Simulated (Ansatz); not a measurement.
# LaC (rocksalt): how the settings move a single-point run

Question: which choices in the input matter for LaC (rocksalt)?

Method: reference: DFT PBE, scalar-relativistic, plane waves, PAW, unless a step's input says otherwise, in Ansatz 0.2.0.

4 further runs of the same task are left out: 2 that didn't finish, 2 set aside as unsound or not needed.

## 1. The starting structure

It takes space group Fm-3m (No. 225, cubic). Conventional cell: a = 5.433 Å, b = 5.433 Å, c = 5.433 Å, α = 90.00°, β = 90.00°, γ = 90.00°. Around La (site symmetry m-3m) lie 6 C at 2.72 Å. C (site symmetry m-3m) is surrounded by 6 La at 2.72 Å.

As a file:

```
La C
1.0
     0.00000    2.71658    2.71658
     2.71658    0.00000    2.71658
     2.71658    2.71658    0.00000
La C
1 1
Direct
  0.50000 0.50000 0.50000
  0.00000 0.00000 0.00000
```

## 2. Reference

input.yaml

```yaml
crystal:
  lattice:
    - [0.0, 2.7165836941, 2.7165836941]
    - [2.7165836941, 0.0, 2.7165836941]
    - [2.7165836941, 2.7165836941, 0.0]
  atoms:
    - { symbol: La, position: [0.5, 0.5, 0.5] }
    - { symbol: C, position: [0.0, 0.0, 0.0] }
basis:
  ecutwfc: 420
  ecutrho_ratio: 4
kpoints:
  mp_grid: { grid: [12, 12, 12] }
hamiltonian:
  xc: pbe
scf:
  occupations: { method: gaussian, width: 0.05 }
output:
  forces: true
  stress: true
  eigenvalues: true
```

Started as:

```bash
$ ansatz run input.yaml --threads 2 --pin off --max-ram 2662MiB --backend cpu --events-out ev --progress --plain --runs-dir out
```

## 3. Changing settings: n_extra_bands 2

Changes to input.yaml since step 2:

```diff
@@ -17,2 +17,3 @@
   occupations: { method: gaussian, width: 0.05 }
+  n_extra_bands: 2
 output:
@@ -20,2 +21,5 @@
   stress: true
-  eigenvalues: true
+  write_density: true
+  write_potential: true
+  elf: true
+  volumetric_format: npy
```

## 4. Changed: ecutwfc 40.4 Ry

Changes to input.yaml since step 2:

```diff
@@ -9,3 +9,3 @@
 basis:
-  ecutwfc: 420
+  ecutwfc: "40.4 Ry"
   ecutrho_ratio: 4
@@ -20,2 +20,5 @@
   stress: true
-  eigenvalues: true
+  write_density: true
+  write_potential: true
+  elf: true
+  volumetric_format: npy
```

## 5. Variant: xc lda, mixing.algorithm msr1, mixing.beta 0.3

Changes to input.yaml since step 2:

```diff
@@ -14,5 +14,6 @@
 hamiltonian:
-  xc: pbe
+  xc: lda
 scf:
   occupations: { method: gaussian, width: 0.05 }
+  mixing: { algorithm: msr1, beta: 0.3 }
 output:
@@ -20,2 +21,5 @@
   stress: true
-  eigenvalues: true
+  write_density: true
+  write_potential: true
+  elf: true
+  volumetric_format: npy
```

## 6. Changing settings: symmetry.detect false, ecutwfc 25.7 Ry, pseudopotentials.kind nc

Changes to input.yaml since step 2:

```diff
@@ -8,4 +8,5 @@
     - { symbol: C, position: [0.0, 0.0, 0.0] }
+  symmetry: { detect: false }
 basis:
-  ecutwfc: 420
+  ecutwfc: "25.7 Ry"
   ecutrho_ratio: 4
@@ -15,2 +16,3 @@
   xc: pbe
+  pseudopotentials: { kind: nc }
 scf:
@@ -20,2 +22 @@
   stress: true
-  eigenvalues: true
```

## 7. Variant: dr2_threshold 1.0e-05, chi_scale 0.1

Changes to input.yaml since step 2:

```diff
@@ -17,2 +17,4 @@
   occupations: { method: gaussian, width: 0.05 }
+  convergence: { dr2_threshold: 1.0e-05 }
+  initial_density: { chi_scale: 0.1 }
 output:
@@ -20,2 +22 @@
   stress: true
-  eigenvalues: true
```

Before running it: what results should come out? Wanted: for each run, ending; energy change; pressure; gap; force.

As calculated:

| run | ending | energy change | pressure (GPa) | gap (eV) | force (eV/Å) | cycles | time |
| --- | --- | --- | --- | --- | --- | --- | --- |
| reference | converged | 0 | 0.0 | 0.00 | 0.00 | 6 | 1.3 s |
| 1: n_extra_bands 2 | converged | 0.0 meV/atom | 0.0 | 0.00 | 0.00 | 6 | 1.6 s |
| 2: ecutwfc 40.4 Ry | converged | -1.5 meV/atom | 0.0 | 0.00 | 0.00 | 6 | 2 s |
| 3: xc lda, mixing.algorithm msr1, mixing.beta 0.3 | converged | not comparable | -5.7 | 0.00 | 0.00 | 6 | 1.7 s |
| 4: symmetry.detect false, ecutwfc 25.7 Ry, pseudopotentials.kind nc | converged | not comparable | 3.1 | 0.00 | 0.00 | 7 | 13 s |
| 5: dr2_threshold 1.0e-05, chi_scale 0.1 | converged | 0.0 meV/atom | 0.0 | 0.00 | 0.00 | 6 | 1.2 s |

Times don't compare one to one where runs were asked for different outputs or read a saved state (see the inputs); cycles may leave out searches for a lower state.

Residual by cycle in the longest SCF loop of each run; runs are numbered as in the table. The quantity is the density residual dr2, in eV.

```
cycle  reference    run 1    run 2   run 3   run 4   run 5
    1    0.00106  0.00106  0.00101  0.0435   0.278   0.952
    2     2.9e-4   2.9e-4   2.9e-4   0.009   0.105   0.109
    3     1.3e-5   1.5e-5   1.4e-5  5.3e-4  0.0151  0.0298
    4     1.9e-6   8.1e-6   1.0e-5  1.3e-5  4.4e-4  6.4e-4
    5     6.0e-7   1.2e-7   1.8e-7  3.7e-6  1.2e-5  1.7e-5
    6     8.9e-8   1.5e-8   1.7e-8  6.0e-8  4.7e-7  1.7e-6
    7          -        -        -       -  9.0e-9       -
```

Of the converged runs whose energies compare with the reference's, «ecutwfc 40.4 Ry» moves the energy most (-1.5 meV/atom). Run 4 ran under the cutoff that the potentials recommend, as the log warns, so basis error is mixed into its values.
